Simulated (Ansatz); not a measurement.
This script for Ansatz 0.2.0, Python API starts 6 runs on CH5ClFNSi, SMILES C[Si](N)(F)Cl. What input does the engine get in each?

Script `methods_ch5clfnsi.py`:
```python
"""CH5ClFNSi at several levels of theory."""

from pathlib import Path

import ansatz
import numpy as np

GEOMETRY = """
C    -1.34000    0.28040    0.21650
Si    0.43860    0.25730    0.15850
N     0.99790   -0.94760   -0.88960
F     1.07980   -0.12160    1.59990
Cl    1.23210    2.04330   -0.43350
H    -1.80920    0.57810   -0.77920
H    -1.71730    1.08980    0.90910
H    -1.77690   -0.61460    0.51450
H     2.03600   -0.78080   -0.92810
H     0.94210   -1.83550   -0.36520
"""

geometry = ansatz.Crystal.molecule()
for line in GEOMETRY.strip().splitlines():
    symbol, *xyz = line.split()
    geometry = geometry.atom(symbol, [float(v) for v in xyz])

setup = geometry.calculation().basis(gaussian="def2-SVP")

print("functional    E (Ha)        dipole (D)   HOMO (eV)  LUMO (eV)")
for name in ["lc_wpbe", "pbe", "revpbe", "lda", "r2scan", "r2scan0"]:
    rep = setup.functional(name).forces().orbitals().run(threads=1, backend="cpu", runs_dir="runs").report
    lines = Path(rep["orbitals_path"]).read_text().splitlines()
    field_of = lambda key: [line.split("=")[1].strip() for line in lines if line.startswith(key)]
    orbitals = [(27.211386 * float(e), s, float(n)) for e, s, n in zip(field_of("Ene="), field_of("Spin="), field_of("Occup="))]
    homo = max(e for e, _, n in orbitals if n > 0.5)
    lumo = min(e for e, _, n in orbitals if n < 0.5)
    dipole = 4.803205 * np.linalg.norm(rep["charge_distribution"]["dipole_moment_e_ang"])
    print(f"{name:10s} {rep['free_energy_ev'] / 27.211386246:14.6f} {dipole:9.3f} {homo:11.3f} {lumo:10.3f}")
```

Run 1:
```yaml
crystal:
  periodic: [false, false, false]
  atoms:
    - { symbol: C, position_ang: [-1.34, 0.2804, 0.2165] }
    - { symbol: Si, position_ang: [0.4386, 0.2573, 0.1585] }
    - { symbol: "N", position_ang: [0.9979, -0.9476, -0.8896] }
    - { symbol: F, position_ang: [1.0798, -0.1216, 1.5999] }
    - { symbol: Cl, position_ang: [1.2321, 2.0433, -0.4335] }
    - { symbol: H, position_ang: [-1.8092, 0.5781, -0.7792] }
    - { symbol: H, position_ang: [-1.7173, 1.0898, 0.9091] }
    - { symbol: H, position_ang: [-1.7769, -0.6146, 0.5145] }
    - { symbol: H, position_ang: [2.036, -0.7808, -0.9281] }
    - { symbol: H, position_ang: [0.9421, -1.8355, -0.3652] }
basis:
  gaussian:
    orbitals: def2-SVP
hamiltonian:
  xc: lc_wpbe
output:
  orbitals: {}
  forces: true
```

Run 2, against run 1:
```diff
-  xc: lc_wpbe
+  xc: pbe
```

Run 3, against run 1:
```diff
-  xc: lc_wpbe
+  xc: revpbe
```

Run 4, against run 1:
```diff
-  xc: lc_wpbe
+  xc: lda
```

Run 5, against run 1:
```diff
-  xc: lc_wpbe
+  xc: r2scan
```

Run 6, against run 1:
```diff
-  xc: lc_wpbe
+  xc: r2scan0
```

```console
$ python methods_ch5clfnsi.py
functional    E (Ha)        dipole (D)   HOMO (eV)  LUMO (eV)
lc_wpbe       -944.841669     1.670     -11.109      3.603
pbe           -944.602109     1.547      -6.509      0.437
revpbe        -944.945570     1.559      -6.477      0.522
lda           -941.043817     1.548      -6.614      0.284
r2scan        -945.015704     1.637      -6.954      1.107
r2scan0       -944.988319     1.651      -8.485      1.761
```

What to keep in mind:
- Total energies depend on the basis set; only differences at equal settings carry meaning.
- The geometry is a force-field or estimated start, not a minimum of this method, and the basis set is short of its limit. A lower total doesn't mark the better method: functionals have no common bound, and MP2 and coupled cluster aren't variational.
- Levels such as HOMO and LUMO are orbital energies: with these approximate functionals they aren't the ionisation energy and electron affinity, and their gap isn't the fundamental gap.
- Run time: 30 s on 1 thread of Arm Neoverse V1 (shared host), peak memory 0.3 GiB.
